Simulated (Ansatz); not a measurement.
# C3H8FNOSi: the cost of one run

Method: RKS BLYP/def2-SVP, in Ansatz 0.2.0.

## Step 1: Starting point

Bond lengths: C1–C2 1.508 Å, C2–O3 1.371 Å, C2–C4 1.320 Å, C4–F5 1.361 Å, C4–Si6 1.889 Å, Si6–N7 1.684 Å, C1–H8 1.037 Å, C1–H9 1.174 Å, C1–H10 1.070 Å, O3–H11 0.942 Å, Si6–H12 1.492 Å, Si6–H13 1.506 Å, N7–H14 1.021 Å, N7–H15 1.023 Å. Angles (14 of 22 angles, heavy atoms first): C1–C2–O3 111.1°, C1–C2–C4 131.7°, O3–C2–C4 117.1°, C2–C4–F5 118.9°, C2–C4–Si6 127.0°, F5–C4–Si6 113.6°, C4–Si6–N7 111.9°, C2–C1–H8 110.8°, C2–C1–H9 111.3°, C2–C1–H10 112.9°, C2–O3–H11 108.9°, C4–Si6–H12 110.5°, C4–Si6–H13 112.7°, N7–Si6–H12 107.0°.

Coordinates:

```xyz
15

C     0.9760   -0.8262    1.5572
C     1.0858   -0.7999    0.0532
O     1.9791   -1.7393   -0.3927
C     0.5337   -0.0164   -0.8539
F     0.7870   -0.2543   -2.1695
Si   -0.7894    1.3008   -0.5636
N    -2.2496    0.6250   -0.0650
H     0.6150   -1.7419    1.8851
H     0.2235   -0.0131    1.9448
H     1.8944   -0.5757    2.0454
H     2.0316   -1.6882   -1.3322
H    -0.3580    2.2459    0.5074
H    -1.1443    2.0539   -1.8191
H    -2.6481    0.0209   -0.7846
H    -2.9584    1.3578    0.0169
```

## Step 2: Relaxing end A

File input.yaml:

```yaml
crystal:
  periodic: [false, false, false]
  atoms:
    - { symbol: C, position_ang: [0.976, -0.8262, 1.5572] }
    - { symbol: C, position_ang: [1.0858, -0.7999, 0.0532] }
    - { symbol: O, position_ang: [1.9791, -1.7393, -0.3927] }
    - { symbol: C, position_ang: [0.5337, -0.0164, -0.8539] }
    - { symbol: F, position_ang: [0.787, -0.2543, -2.1695] }
    - { symbol: Si, position_ang: [-0.7894, 1.3008, -0.5636] }
    - { symbol: "N", position_ang: [-2.2496, 0.625, -0.065] }
    - { symbol: H, position_ang: [0.615, -1.7419, 1.8851] }
    - { symbol: H, position_ang: [0.2235, -0.0131, 1.9448] }
    - { symbol: H, position_ang: [1.8944, -0.5757, 2.0454] }
    - { symbol: H, position_ang: [2.0316, -1.6882, -1.3322] }
    - { symbol: H, position_ang: [-0.358, 2.2459, 0.5074] }
    - { symbol: H, position_ang: [-1.1443, 2.0539, -1.8191] }
    - { symbol: H, position_ang: [-2.6481, 0.0209, -0.7846] }
    - { symbol: H, position_ang: [-2.9584, 1.3578, 0.0169] }
basis:
  gaussian: { orbitals: def2-SVP }
hamiltonian:
  xc: blyp
relax:
  f_tol: 0.015
  max_steps: 40
```

Run with:

```console
> ansatz run input.yaml --threads 2 --pin off --max-ram 3072MiB --backend cpu --events-out ev --progress --plain --runs-dir out
```

What time and memory should one allow on 2 threads of Intel Xeon Platinum 8488C (Sapphire Rapids), shared host?

About 52 s, with a peak of 0.21 GiB.
